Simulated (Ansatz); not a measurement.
# C₂H₇NSSi: one species, many methods

One table from this session's results is given with a row withheld; the runs are named, their logs left out.

Program: Ansatz 0.2.0, Gaussian basis. Level of theory: functionals in def2-TZVPP, the program's frozen cores in correlated methods. These are calculated values, not measurements.

The runs, in order: PBE-D4, r2SCAN-D4, PBE0-D4, B3LYP-D4, ωB97X-V, ωB97M-V, B2PLYP; CCSD(T)/def2-TZVPP; MP2/def2-QZVPP; extrapolation to the limit.

### The geometry

All runs share one geometry, relaxed beforehand with PBE0-D4 in a triple-zeta def2 set.

SMILES `C=CS[SiH2]N`, 12 atoms, charge 0, spin multiplicity 1.

Atoms are counted from 1 here; the program's logs count them from 0.

Bond lengths: C1–C2 1.327 Å, C1–H6 1.084 Å, C1–H7 1.084 Å, C2–S3 1.759 Å, C2–H8 1.087 Å, S3–Si4 2.146 Å, Si4–N5 1.710 Å, Si4–H9 1.484 Å, Si4–H10 1.481 Å, N5–H11 1.008 Å, N5–H12 1.008 Å. Angles: C2–C1–H6 120.3°, C2–C1–H7 121.9°, H6–C1–H7 117.7°, C1–C2–S3 123.5°, C1–C2–H8 120.6°, S3–C2–H8 115.8°, C2–S3–Si4 99.4°, S3–Si4–N5 118.4°, S3–Si4–H9 107.0°, S3–Si4–H10 102.9°, N5–Si4–H9 106.2°, N5–Si4–H10 109.1°, H9–Si4–H10 113.5°, Si4–N5–H11 119.4°, Si4–N5–H12 119.9°, H11–N5–H12 110.7°.

Set-up of the first run:

File in.yaml:

```yaml
crystal:
  periodic: [false, false, false]
  atoms:
    - {symbol: C, position_ang: [-2.094865, 0.166195, 1.510966]}
    - {symbol: C, position_ang: [-0.985442, -0.376569, 1.026411]}
    - {symbol: S, position_ang: [0.624800, 0.252794, 1.348357]}
    - {symbol: Si, position_ang: [1.585756, -0.286412, -0.493341]}
    - {symbol: N, position_ang: [1.165140, 0.571145, -1.912230]}
    - {symbol: H, position_ang: [-3.055756, -0.302671, 1.334080]}
    - {symbol: H, position_ang: [-2.078051, 1.074731, 2.101733]}
    - {symbol: H, position_ang: [-1.027348, -1.291326, 0.440403]}
    - {symbol: H, position_ang: [1.253383, -1.709196, -0.755636]}
    - {symbol: H, position_ang: [3.019100, -0.058591, -0.196910]}
    - {symbol: H, position_ang: [0.305042, 0.348149, -2.387724]}
    - {symbol: H, position_ang: [1.365241, 1.556653, -1.982009]}
basis:
  gaussian: {orbitals: def2-TZVPP}
hamiltonian: {xc: pbe, dispersion: d4}
output: {forces: true, orbitals: {seedname: orbitals}}
```

Launch:

```console
ansatz run in.yaml --threads 4 --pin off --events-out ev --progress --plain --max-ram 10444MiB
```

Steps of the session up to this table: PBE-D4 (GGA); r2SCAN-D4 (meta-GGA); PBE0-D4 (hybrid); B3LYP-D4 (hybrid); ωB97X-V (range-separated); ωB97M-V (range-separated); B2PLYP (double hybrid); CCSD(T) in def2-TZVPP; MP2 in def2-QZVPP.

One table of the session follows, with a row left open; its other results are not shown here.

It belongs to the step «Atomisation energies». 

```
            method  atomisation energy (kJ/mol)
            PBE-D4                       4451.3
         r2SCAN-D4                       4373.0
           PBE0-D4                       4377.1
          B3LYP-D4                       4377.2
           ωB97X-V                       4387.2
           ωB97M-V                       4389.9
            B2PLYP                       4319.1
     HF/def2-TZVPP                            ?
    MP2/def2-TZVPP                       4293.1
   CCSD/def2-TZVPP                       4171.7
CCSD(T)/def2-TZVPP                       4240.8
           MP2/CBS                       4422.2
       CCSD(T)/CBS                       4369.9
```

**Question.** Estimate the row for HF/def2-TZVPP.

**Answer.** atomisation energy (kJ/mol): 3138.6. In the column «atomisation energy (kJ/mol)» it is the lowest.

Caveats from the session: Free atoms (2 C, 1 S, 1 Si, 1 N, 7 H) were run apart at each level; the atomisation energy is their sum less the molecule, without zero-point or spin-orbit terms.
